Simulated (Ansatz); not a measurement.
# H8N2OSi2: the cost of one run

Method: functionals in def2-TZVPP, the program's frozen cores in correlated methods; program: Ansatz 0.2.0, Gaussian basis.

Plan: PBE-D4, r2SCAN-D4, PBE0-D4, B3LYP-D4, ωB97X-V, ωB97M-V, B2PLYP; CCSD(T)/def2-TZVPP; MP2/def2-QZVPP; extrapolation to the limit.

## 1. Structure used throughout

An earlier PBE0-D4 in a triple-zeta def2 set relaxation fixed the geometry.

SMILES `N[SiH2]N[SiH2]O`, 13 atoms, charge 0, spin multiplicity 1.

Atoms are counted from 1 here; the program's logs count them from 0.

Bond lengths: N1–Si2 1.713 Å, N1–H6 1.006 Å, N1–H7 1.007 Å, Si2–N3 1.724 Å, Si2–H8 1.489 Å, Si2–H9 1.488 Å, N3–Si4 1.718 Å, N3–H10 1.012 Å, Si4–O5 1.648 Å, Si4–H11 1.485 Å, Si4–H12 1.480 Å, O5–H13 0.958 Å. Angles: Si2–N1–H6 120.1°, Si2–N1–H7 122.3°, H6–N1–H7 111.8°, N1–Si2–N3 109.9°, N1–Si2–H8 116.1°, N1–Si2–H9 103.9°, N3–Si2–H8 104.3°, N3–Si2–H9 114.1°, H8–Si2–H9 108.9°, Si2–N3–Si4 129.9°, Si2–N3–H10 114.4°, Si4–N3–H10 115.7°, N3–Si4–O5 114.0°, N3–Si4–H11 106.1°, N3–Si4–H12 110.8°, O5–Si4–H11 111.0°, O5–Si4–H12 103.0°, H11–Si4–H12 112.1° and more.

## 2. PBE-D4 (GGA)

in.yaml reads:

```yaml
crystal:
  periodic: [false, false, false]
  atoms:
    - {symbol: N, position_ang: [-0.541578, 1.942714, 1.389971]}
    - {symbol: Si, position_ang: [-0.465722, 0.238281, 1.239686]}
    - {symbol: N, position_ang: [-0.541383, -0.206864, -0.423845]}
    - {symbol: Si, position_ang: [0.384206, -1.359589, -1.299370]}
    - {symbol: O, position_ang: [1.391520, -0.696976, -2.422156]}
    - {symbol: H, position_ang: [-1.011553, 2.358863, 2.176414]}
    - {symbol: H, position_ang: [0.171667, 2.547599, 1.017760]}
    - {symbol: H, position_ang: [0.779845, -0.409560, 1.736335]}
    - {symbol: H, position_ang: [-1.617035, -0.242538, 2.050931]}
    - {symbol: H, position_ang: [-1.265569, 0.265972, -0.950186]}
    - {symbol: H, position_ang: [1.149070, -2.128473, -0.285263]}
    - {symbol: H, position_ang: [-0.493812, -2.231205, -2.112475]}
    - {symbol: H, position_ang: [2.080841, -0.112924, -2.103102]}
basis:
  gaussian: {orbitals: def2-TZVPP}
hamiltonian: {xc: pbe, dispersion: d4}
output: {forces: true, orbitals: {seedname: orbitals}}
```

Launch:

```
$ ansatz run in.yaml --threads 4 --pin off --events-out ev --progress --plain --max-ram 10444MiB
```

What time and memory should one allow on 4 threads of Arm Neoverse V1, shared host?

About 3.2 s, with a peak of 0.41 GiB.
